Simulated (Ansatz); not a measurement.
**FH3OSiSn: how energies converge with the basis set**

One table from this session's results is given with a row withheld; the runs are named, their logs left out.

Method: one geometry, several basis sets; program: Ansatz 0.2.0, Gaussian basis.

Levels to be run: PBE0-D4/def2-SVP; ωB97M-V/def2-SVP; PBE0-D4/def2-QZVPP; ωB97M-V/def2-QZVPP; the functionals' def2-TZVPP values are taken from earlier runs.

## The relaxed structure

All runs share one geometry, relaxed beforehand with PBE0-D4 in a triple-zeta def2 set. Sn takes the def2 core potential; no spin-orbit term is included.

SMILES `F[SiH]1[O][SnH2]1`, 7 atoms, charge 0, spin multiplicity 1.

Atoms are counted from 1 here; the program's logs count them from 0.

Bond lengths: F1–Si2 1.587 Å, Si2–O3 1.597 Å, Si2–Sn4 2.456 Å, Si2–H5 1.478 Å, O3–Sn4 2.157 Å, Sn4–H6 1.708 Å, Sn4–H7 1.710 Å. Angles: F1–Si2–O3 118.5°, F1–Si2–Sn4 120.7°, F1–Si2–H5 105.8°, O3–Si2–Sn4 60.0°, O3–Si2–H5 120.6°, Sn4–Si2–H5 125.8°, Si2–O3–Sn4 80.2°, Si2–Sn4–O3 39.9°, Si2–Sn4–H6 121.8°, Si2–Sn4–H7 123.3°, O3–Sn4–H6 104.9°, O3–Sn4–H7 105.4°, H6–Sn4–H7 108.0°.

The first run:

in.yaml

```yaml
crystal:
  periodic: [false, false, false]
  atoms:
    - {symbol: F, position_ang: [0.265905, -1.394121, 1.996987]}
    - {symbol: Si, position_ang: [0.652640, -0.865641, 0.551233]}
    - {symbol: O, position_ang: [-0.422944, -1.000563, -0.621619]}
    - {symbol: Sn, position_ang: [-0.414766, 1.142762, -0.375508]}
    - {symbol: H, position_ang: [2.055670, -1.277861, 0.335156]}
    - {symbol: H, position_ang: [-2.033776, 1.550666, -0.013116]}
    - {symbol: H, position_ang: [-0.041531, 1.776858, -1.919033]}
basis:
  gaussian: {orbitals: def2-SVP}
hamiltonian: {xc: pbe0, dispersion: d4}
output: {orbitals: {seedname: orbitals}}
```

Run with:

```bash
$ ansatz run in.yaml --threads 2 --pin off --events-out ev --progress --plain --max-ram 4352MiB
```

Among the steps run: PBE0-D4 in def2-SVP; ωB97M-V in def2-SVP; PBE0-D4 in def2-QZVPP; ωB97M-V in def2-QZVPP.

One of the session's tables, all rows but one given; the rest of the session is left out.

It belongs to the step «Density functionals: the series». 

```
functional       basis  HOMO (eV)  LUMO (eV)
   PBE0-D4    def2-SVP      -6.94      -1.79
   PBE0-D4  def2-TZVPP      -7.03      -1.91
   PBE0-D4  def2-QZVPP      -7.06      -1.94
   ωB97M-V    def2-SVP          ?          ?
   ωB97M-V  def2-TZVPP      -9.02      -0.20
   ωB97M-V  def2-QZVPP      -9.05      -0.28
```

Estimate the missing values for ωB97M-V, def2-SVP.

**Answer.** HOMO (eV): -8.89; LUMO (eV): 0.03. In the column «HOMO (eV)» it lies between ωB97M-V, def2-TZVPP (-9.02) and PBE0-D4, def2-QZVPP (-7.06).
